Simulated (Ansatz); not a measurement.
# Cs3Bi: the cost of one run

Computed with Ansatz 0.2.0 (DFT PBEsol, scalar-relativistic, plane waves, PAW, unless a step's input says otherwise).

3 further runs of the same task are left out: 2 that didn't finish, 1 set aside as unsound or not needed.

## Step 1: The starting structure

Symmetry: P4mm, No. 99, tetragonal system. Conventional cell: a = 6.494 Å, b = 6.494 Å, c = 26.480 Å, α = 90.00°, β = 90.00°, γ = 90.00°. Cs (site symmetry 2mm) is surrounded by 2 Bi at 3.95 Å and 2 Cs at 4.31 Å. Bi (site symmetry 4mm) has 8 Cs at 3.95 to 4.16 Å as nearest neighbours. Cs (site symmetry 4mm) has 8 Cs at 3.82 to 4.31 Å and 1 Bi at 4.09 Å as nearest neighbours. Cs (site symmetry 2mm) has 4 Cs at 3.82 to 4.10 Å and 4 Bi at 3.85 to 4.16 Å as nearest neighbours. Bi (site symmetry 4mm) is surrounded by 9 Cs at 3.85 to 4.21 Å. Cs (site symmetry 4mm) is surrounded by 8 Cs at 3.95 to 4.10 Å and 1 Bi at 4.15 Å. Around Cs (site symmetry 2mm) lie 4 Bi at 3.76 to 4.21 Å and 2 Cs at 3.95 Å. Bi (site symmetry 4mm) has 5 Cs at 3.76 to 4.15 Å as nearest neighbours. Only part of the 9 independent sites is listed.

As a file:

```
Cs Bi
1.0
     6.49397    0.00000    0.00000
     0.00000    6.49397    0.00000
     0.00000    0.00000   26.47982
Cs Bi
9 3
Direct
  0.50000 0.00000 0.27176
  0.00000 0.50000 0.27176
  0.00000 0.00000 0.37903
  0.00000 0.50000 0.45502
  0.50000 0.00000 0.45502
  0.50000 0.50000 0.54937
  0.50000 0.00000 0.63454
  0.00000 0.50000 0.63454
  0.00000 0.00000 0.75255
  0.50000 0.50000 0.35677
  0.00000 0.00000 0.53338
  0.50000 0.50000 0.70627
```

Planes are indexed in the bulk's conventional cell (Fm-3m (No. 225)), a = 9.184 Å, b = 9.184 Å, c = 9.184 Å, α = 90.00°, β = 90.00°, γ = 90.00°.

As cut, it was a (100) slab, 11.5 Å thick as cut, with 15 Å of vacuum; its outer planes are CsBi (top) and Cs (bottom); it was relaxed in an earlier run.

## Step 2: Scalar-relativistic bands

A dipole layer in the vacuum cancels the field that periodic copies would set up if the slab's two faces differ.

input.yaml

```yaml
crystal:
  lattice:
    - [6.4939693251, 0.0, 0.0]
    - [0.0, 6.4939693251, 0.0]
    - [0.0, 0.0, 26.4798243664]
  atoms:
    - { symbol: Cs, position: [0.5, 0.0, 0.2717608346] }
    - { symbol: Cs, position: [0.0, 0.5, 0.2717608346] }
    - { symbol: Bi, position: [0.5, 0.5, 0.3567731648] }
    - { symbol: Cs, position: [0.0, 0.0, 0.3790331209] }
    - { symbol: Cs, position: [0.0, 0.5, 0.4550156176] }
    - { symbol: Cs, position: [0.5, 0.0, 0.4550156176] }
    - { symbol: Bi, position: [0.0, 0.0, 0.5333769525] }
    - { symbol: Cs, position: [0.5, 0.5, 0.5493695389] }
    - { symbol: Cs, position: [0.5, 0.0, 0.634538733] }
    - { symbol: Cs, position: [0.0, 0.5, 0.634538733] }
    - { symbol: Bi, position: [0.5, 0.5, 0.7062654165] }
    - { symbol: Cs, position: [0.0, 0.0, 0.752551436] }
basis:
  ecutwfc: 420
kpoints:
  mp_grid: { grid: [6, 6, 1] }
  band_path:
    path: [[0.5, 0, 0], [0, 0, 0], [0.5, 0.5, 0], [0.5, 0, 0]]
    npoints: 12
hamiltonian:
  xc: pbesol
scf:
  occupations: { method: gaussian, width: 0.05 }
  n_extra_bands: 30
output:
  forces: true
  eigenvalues: true
  populations: true
  fatbands: true
  write_density: true
  write_potential: true
  elf: true
  volumetric_format: npy
efield:
  axis: 3
  dipole_correction: true
  ramp_width: 0.04
```

Started as:

```bash
$ ansatz run input.yaml --threads 4 --pin off --max-ram 10240MiB --backend cpu --events-out ev --progress --plain --runs-dir out
```

**Question.** How long does this run take on 4 threads of Intel Xeon Platinum 8559C (Emerald Rapids), shared host, and how much memory does it need?

About 1.8 min, with a peak of 4.4 GiB.
